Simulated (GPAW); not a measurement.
Crystal: NbRu3C.

```
CELL_PARAMETERS angstrom
4.06514 0.00000 0.00000
0.00000 4.06514 0.00000
0.00000 0.00000 4.06514
ATOMIC_POSITIONS crystal
Ru 0.50000 0.50000 0.00000
Ru 0.50000 0.00000 0.50000
Ru 0.00000 0.50000 0.50000
Nb 0.00000 0.00000 0.00000
C 0.50000 0.50000 0.50000
```

The cell comes from a database or a generator and needn't be the stable form of this composition.

- Program: GPAW 26.7.0
- Task: relaxation of cell and atoms
- Functional: PBEsol
- Dispersion: D3(BJ)+ATM
- Potentials or basis: PAW data sets generated in the run's folder for this functional
- Cutoff: 800 eV
- Basis: pw
- k mesh: 5 × 5 × 5
- Occupations: fermi-dirac, width 0.05 eV
- Spin: no spin polarisation

At the start: pressure -16.6 GPa; volume 13.44 Å³/atom.

Task: Where does the relaxation end?

Result: Over 4 steps the energy falls by 41.8 meV/atom and the volume is 12.67 Å³/atom (-5.7 %); space group Pm-3m (No. 221, to 0.05 Å).

Step by step:
```tsv
step	energy change (eV)	largest force (eV/Å)	pressure (GPa)	volume (Å³)
1	0.0000	0.0000	-16.58	67.18
2	-0.0748	0.0000	-13.60	66.38
3	-0.2079	0.0000	1.22	63.09
4	-0.2088	0.0000	-0.07	63.34
```

Final structure:
```yaml
crystal:
  lattice:
    - [3.98624, 0.00000, 0.00000]
    - [0.00000, 3.98624, 0.00000]
    - [0.00000, 0.00000, 3.98624]
  atoms:
    - { symbol: Ru, position: [0.50000, 0.50000, 0.00000] }
    - { symbol: Ru, position: [0.50000, 0.00000, 0.50000] }
    - { symbol: Ru, position: [0.00000, 0.50000, 0.50000] }
    - { symbol: Nb, position: [0.00000, 0.00000, 0.00000] }
    - { symbol: C, position: [0.50000, 0.50000, 0.50000] }
```

Caveat: later steps reuse the first step's grids; pairwise dispersion overbinds metals, which lowers pressure and volume.
